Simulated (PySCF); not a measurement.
# A gas-phase reaction: H4O3Si + F2 → FH3O3Si + FH

Wanted: the reaction energy for `O[SiH](O)O` + `FF` → `O[Si](O)(O)F` + `F`.

Programs: PySCF 2.14.0. All values are calculated, for the isolated system unless a continuum is named. Atoms count from 0, parts from 1.

### 1 Starting point

Each species was relaxed by itself at PBE0-D3(BJ)/def2-SVPD.

### 2 Reaction energy: wB97M-D3(BJ)/def2-TZVPD

Job settings and geometry (Å):

```
{"job": {"kind": "react", "xc": "wB97M-D3(BJ)", "basis": "def2-TZVPD"}, "charge": 0, "multiplicity": 1}
-1 H4O3Si charge 0 multiplicity 1
O     -1.511020    -0.327770     0.328160
Si     0.034690    -0.115340    -0.226640
O      0.305760     1.505920    -0.426340
O      1.088270    -0.695040     0.911550
H     -1.733910    -1.139480     0.787990
H      0.224740    -0.830140    -1.512590
H     -0.394980     2.055120    -0.783190
H      1.996790    -0.387690     0.907920

-1 F2 charge 0 multiplicity 1
F      0.688970     0.001930     0.006540
F     -0.688970    -0.001930    -0.006540

+1 FH3O3Si charge 0 multiplicity 1
O      0.282710     1.584170     0.135460
Si     0.049640    -0.025860    -0.057550
O     -1.483380    -0.314380    -0.558350
O      0.342000    -0.811140     1.350270
F      1.085860    -0.576770    -1.185240
H      0.170720     2.160190    -0.623850
H     -1.743290    -1.217930    -0.750410
H      1.225060    -0.768890     1.723700

+1 FH charge 0 multiplicity 1
F      0.459500     0.012800     0.019420
H     -0.459510    -0.012800    -0.019420
```

Method: wB97M-D3(BJ)/def2-TZVPD reaction energy of separated species, gas phase.

Run with:

```sh
> OMP_NUM_THREADS=1 python cluster_run.py task.json out
```

The driver reads the jobs from task.json and runs them one after another.

What it wrote:

```text
species 1 (H4O3Si)
coarse grid: 31840 points
cycle   1  E = -517.7295637204  dE =  3.971e-01  |g| = 1.055e+00  |ddm| = 2.085e+00
cycle   2  E = -517.7123850025  dE =  1.718e-02  |g| = 1.162e+00  |ddm| = 1.277e+00
cycle   3  E = -517.9288538196  dE = -2.165e-01  |g| = 4.116e-02  |ddm| = 6.216e-01
cycle   4  E = -517.9292738929  dE = -4.201e-04  |g| = 9.105e-03  |ddm| = 5.219e-02
cycle   5  E = -517.9293043164  dE = -3.042e-05  |g| = 1.359e-03  |ddm| = 1.601e-02
cycle   6  E = -517.9293052615  dE = -9.452e-07  |g| = 4.322e-04  |ddm| = 3.561e-03
final grid: 67040 points
cycle   7  E = -517.9292902099  dE = -1.055e-07  |g| = 2.718e-04  |ddm| = 2.876e-03
cycle   8  E = -517.9292902170  dE = -7.032e-09  |g| = 2.276e-04  |ddm| = 4.500e-04
cycle   9  E = -517.9292902247  dE = -7.739e-09  |g| = 4.736e-05  |ddm| = 1.300e-04
cycle  10  E = -517.9292902252  dE = -5.062e-10  |g| = 1.185e-05  |ddm| = 4.745e-05
converged SCF energy = -517.9292902252

species 2 (F2)
coarse grid: 10600 points
cycle   1  E = -199.6113005338  dE =  1.194e-02  |g| = 3.458e-01  |ddm| = 1.052e+00
cycle   2  E = -199.6264068628  dE = -1.511e-02  |g| = 1.647e-01  |ddm| = 1.842e-01
cycle   3  E = -199.6293649845  dE = -2.958e-03  |g| = 2.217e-02  |ddm| = 5.435e-02
cycle   4  E = -199.6294265650  dE = -6.158e-05  |g| = 8.600e-03  |ddm| = 1.161e-02
cycle   5  E = -199.6294374149  dE = -1.085e-05  |g| = 7.501e-04  |ddm| = 4.105e-03
cycle   6  E = -199.6294375532  dE = -1.383e-07  |g| = 3.049e-05  |ddm| = 6.348e-04
final grid: 23208 points
cycle   7  E = -199.6294281074  dE = -2.172e-09  |g| = 2.056e-05  |ddm| = 1.255e-04
cycle   8  E = -199.6294281075  dE = -6.816e-11  |g| = 1.072e-05  |ddm| = 1.683e-05
converged SCF energy = -199.6294281075

species 3 (FH3O3Si)
coarse grid: 34672 points
cycle   1  E = -617.1057615211  dE =  5.789e-01  |g| = 1.108e+00  |ddm| = 2.269e+00
cycle   2  E = -617.1168755357  dE = -1.111e-02  |g| = 1.157e+00  |ddm| = 1.318e+00
cycle   3  E = -617.3179001040  dE = -2.010e-01  |g| = 4.276e-02  |ddm| = 6.263e-01
cycle   4  E = -617.3183014550  dE = -4.014e-04  |g| = 1.509e-02  |ddm| = 4.824e-02
cycle   5  E = -617.3183388615  dE = -3.741e-05  |g| = 9.525e-03  |ddm| = 1.451e-02
cycle   6  E = -617.3183521717  dE = -1.331e-05  |g| = 1.588e-03  |ddm| = 5.465e-03
cycle   7  E = -617.3183527261  dE = -5.544e-07  |g| = 2.067e-04  |ddm| = 1.738e-03
final grid: 73272 points
cycle   8  E = -617.3182576679  dE = -1.340e-07  |g| = 1.596e-04  |ddm| = 2.541e-03
cycle   9  E = -617.3182576717  dE = -3.845e-09  |g| = 1.164e-04  |ddm| = 3.492e-04
cycle  10  E = -617.3182576735  dE = -1.782e-09  |g| = 3.248e-05  |ddm| = 6.919e-05
cycle  11  E = -617.3182576737  dE = -2.231e-10  |g| = 9.480e-06  |ddm| = 3.176e-05
converged SCF energy = -617.3182576737

species 4 (FH)
coarse grid: 7776 points
cycle   1  E = -100.4688170203  dE = -9.408e-02  |g| = 4.644e-01  |ddm| = 6.197e-01
cycle   2  E = -100.4724981880  dE = -3.681e-03  |g| = 5.038e-01  |ddm| = 3.808e-01
cycle   3  E = -100.5053115386  dE = -3.281e-02  |g| = 2.574e-02  |ddm| = 1.678e-01
cycle   4  E = -100.5053875164  dE = -7.598e-05  |g| = 5.006e-03  |ddm| = 1.077e-02
cycle   5  E = -100.5053921575  dE = -4.641e-06  |g| = 4.334e-04  |ddm| = 3.766e-03
final grid: 16976 points
cycle   6  E = -100.5053935692  dE = -6.401e-08  |g| = 1.063e-04  |ddm| = 8.218e-04
cycle   7  E = -100.5053935726  dE = -3.445e-09  |g| = 8.132e-05  |ddm| = 2.180e-04
cycle   8  E = -100.5053935735  dE = -8.652e-10  |g| = 2.052e-05  |ddm| = 3.742e-05
converged SCF energy = -100.5053935735

Reaction energy = -166.337 kcal/mol
```

It took 27 s on 1 thread of Arm Neoverse V1, shared host; peak memory 0.79 GiB.

Species by species (with the dispersion term, which the log's SCF energies lack):

```csv
ν,species,energy (Eh),HOMO (eV)
-1,O[SiH](O)O,-517.93579,-11.35
-1,FF,-199.62975,-14.36
+1,O[Si](O)(O)F,-617.32498,-12.45
+1,F,-100.50563,-14.54
```

### 3 Energies of the species: PBE0-D3(BJ)/def2-TZVPD

Settings changed since step 2:

```diff
@@ -1,2 +1,2 @@
-{"job": {"kind": "react", "xc": "wB97M-D3(BJ)", "basis": "def2-TZVPD"}, "charge": 0, "multiplicity": 1}
+{"job": {"kind": "react", "xc": "PBE0", "basis": "def2-TZVPD", "disp": "d3bj"}, "charge": 0, "multiplicity": 1}
 -1 H4O3Si charge 0 multiplicity 1
```

Method: PBE0-D3(BJ)/def2-TZVPD reaction energy of separated species, gas phase.

What it wrote:

```text
species 1 (H4O3Si)
coarse grid: 7368 points
cycle   1  E = -517.2515903999  dE =  4.784e-01  |g| = 1.150e+00  |ddm| = 2.168e+00
cycle   2  E = -516.9095200131  dE =  3.421e-01  |g| = 1.784e+00  |ddm| = 1.729e+00
cycle   3  E = -517.4780930685  dE = -5.686e-01  |g| = 6.460e-02  |ddm| = 1.099e+00
cycle   4  E = -517.4789532273  dE = -8.602e-04  |g| = 1.193e-02  |ddm| = 5.380e-02
cycle   5  E = -517.4789808344  dE = -2.761e-05  |g| = 2.857e-03  |ddm| = 1.168e-02
cycle   6  E = -517.4789824880  dE = -1.654e-06  |g| = 7.369e-04  |ddm| = 2.886e-03
final grid: 67040 points
cycle   7  E = -517.4778257675  dE = -3.134e-05  |g| = 6.086e-03  |ddm| = 2.947e-02
cycle   8  E = -517.4778190176  dE =  6.750e-06  |g| = 8.671e-03  |ddm| = 7.624e-03
cycle   9  E = -517.4778313979  dE = -1.238e-05  |g| = 3.494e-04  |ddm| = 4.630e-03
cycle  10  E = -517.4778314158  dE = -1.798e-08  |g| = 1.216e-04  |ddm| = 2.394e-04
cycle  11  E = -517.4778314181  dE = -2.311e-09  |g| = 4.872e-05  |ddm| = 9.098e-05
cycle  12  E = -517.4778314185  dE = -3.772e-10  |g| = 1.002e-05  |ddm| = 2.806e-05
converged SCF energy = -517.4778314185

species 2 (F2)
coarse grid: 2176 points
cycle   1  E = -199.3949433110  dE =  9.181e-02  |g| = 2.764e-01  |ddm| = 1.051e+00
cycle   2  E = -199.4014731073  dE = -6.530e-03  |g| = 1.374e-01  |ddm| = 1.363e-01
cycle   3  E = -199.4037884804  dE = -2.315e-03  |g| = 2.290e-02  |ddm| = 5.059e-02
cycle   4  E = -199.4038514962  dE = -6.302e-05  |g| = 8.080e-03  |ddm| = 1.132e-02
cycle   5  E = -199.4038597019  dE = -8.206e-06  |g| = 1.816e-04  |ddm| = 3.279e-03
final grid: 23208 points
cycle   6  E = -199.4096322328  dE = -7.815e-06  |g| = 1.271e-03  |ddm| = 8.094e-03
cycle   7  E = -199.4096322869  dE = -5.406e-08  |g| = 1.036e-03  |ddm| = 8.884e-04
cycle   8  E = -199.4096324239  dE = -1.370e-07  |g| = 7.535e-05  |ddm| = 4.283e-04
cycle   9  E = -199.4096324246  dE = -7.288e-10  |g| = 1.992e-05  |ddm| = 3.205e-05
converged SCF energy = -199.4096324246

species 3 (FH3O3Si)
coarse grid: 7832 points
cycle   1  E = -616.5115122712  dE =  6.647e-01  |g| = 1.210e+00  |ddm| = 2.364e+00
cycle   2  E = -616.2467563304  dE =  2.648e-01  |g| = 1.742e+00  |ddm| = 1.779e+00
cycle   3  E = -616.7527191361  dE = -5.060e-01  |g| = 7.281e-02  |ddm| = 1.104e+00
cycle   4  E = -616.7531536751  dE = -4.345e-04  |g| = 5.950e-02  |ddm| = 6.664e-02
cycle   5  E = -616.7536517893  dE = -4.981e-04  |g| = 5.887e-03  |ddm| = 2.836e-02
cycle   6  E = -616.7536568535  dE = -5.064e-06  |g| = 1.232e-03  |ddm| = 4.320e-03
final grid: 73272 points
cycle   7  E = -616.7554544007  dE = -4.115e-05  |g| = 7.539e-03  |ddm| = 3.042e-02
cycle   8  E = -616.7554429519  dE =  1.145e-05  |g| = 1.117e-02  |ddm| = 9.248e-03
cycle   9  E = -616.7554627960  dE = -1.984e-05  |g| = 5.584e-04  |ddm| = 5.811e-03
cycle  10  E = -616.7554628282  dE = -3.219e-08  |g| = 2.862e-04  |ddm| = 3.473e-04
cycle  11  E = -616.7554628398  dE = -1.163e-08  |g| = 4.231e-05  |ddm| = 1.519e-04
cycle  12  E = -616.7554628400  dE = -2.378e-10  |g| = 8.907e-06  |ddm| = 3.372e-05
converged SCF energy = -616.7554628400

species 4 (FH)
coarse grid: 1712 points
cycle   1  E = -100.3541226088  dE = -3.605e-02  |g| = 4.957e-01  |ddm| = 6.253e-01
cycle   2  E = -100.3146045541  dE =  3.952e-02  |g| = 7.430e-01  |ddm| = 5.125e-01
cycle   3  E = -100.3938461437  dE = -7.924e-02  |g| = 2.284e-02  |ddm| = 2.892e-01
cycle   4  E = -100.3939217025  dE = -7.556e-05  |g| = 4.205e-03  |ddm| = 9.787e-03
cycle   5  E = -100.3939236863  dE = -1.984e-06  |g| = 3.556e-04  |ddm| = 1.247e-03
final grid: 16976 points
cycle   6  E = -100.3948397016  dE = -1.857e-05  |g| = 3.998e-03  |ddm| = 7.522e-03
cycle   7  E = -100.3948377760  dE =  1.926e-06  |g| = 5.499e-03  |ddm| = 3.353e-03
cycle   8  E = -100.3948418657  dE = -4.090e-06  |g| = 9.911e-05  |ddm| = 2.013e-03
cycle   9  E = -100.3948418670  dE = -1.274e-09  |g| = 1.776e-05  |ddm| = 3.918e-05
cycle  10  E = -100.3948418670  dE = -4.724e-11  |g| = 3.059e-06  |ddm| = 1.024e-05
converged SCF energy = -100.3948418670

Reaction energy = -165.032 kcal/mol
```

Run time: 13 s. Hardware: 1 thread of Arm Neoverse V1, shared host; peak memory 0.65 GiB.

Reaction energy at this level: -165.0 kcal/mol.

### 4 Side by side

Energies in kcal/mol, with wall time:

```csv
run,reaction,time
wB97M-D3(BJ)/def2-TZVPD,-166.3,27 s
PBE0-D3(BJ)/def2-TZVPD,-165.0,13 s
```

### 5 Summary of results

```
                                                quantity                      value
               reaction energy (wB97M-D3(BJ)/def2-TZVPD)            -166.3 kcal/mol
                     ΔH, ΔG at 298 K (xTB thermal terms)    -164.9, -164.2 kcal/mol
range of the reaction energy over the runs of this table  -166.3 to -165.0 kcal/mol
```

What this shows: The reaction is exothermic by 164.9 kcal/mol in the gas phase; dispersion gives -0.09, and xTB itself gave -116.7 for the electronic energy (xTB energies and thermal terms come from the earlier relaxation of each species, not shown). No barrier was sought. xTB and this level differ widely in the electronic energy, so what comes from xTB (the thermal terms above all) is less safe here. The reaction energy runs from -166.3 (wB97M-D3(BJ)/def2-TZVPD) to -165.0 kcal/mol (PBE0-D3(BJ)/def2-TZVPD).
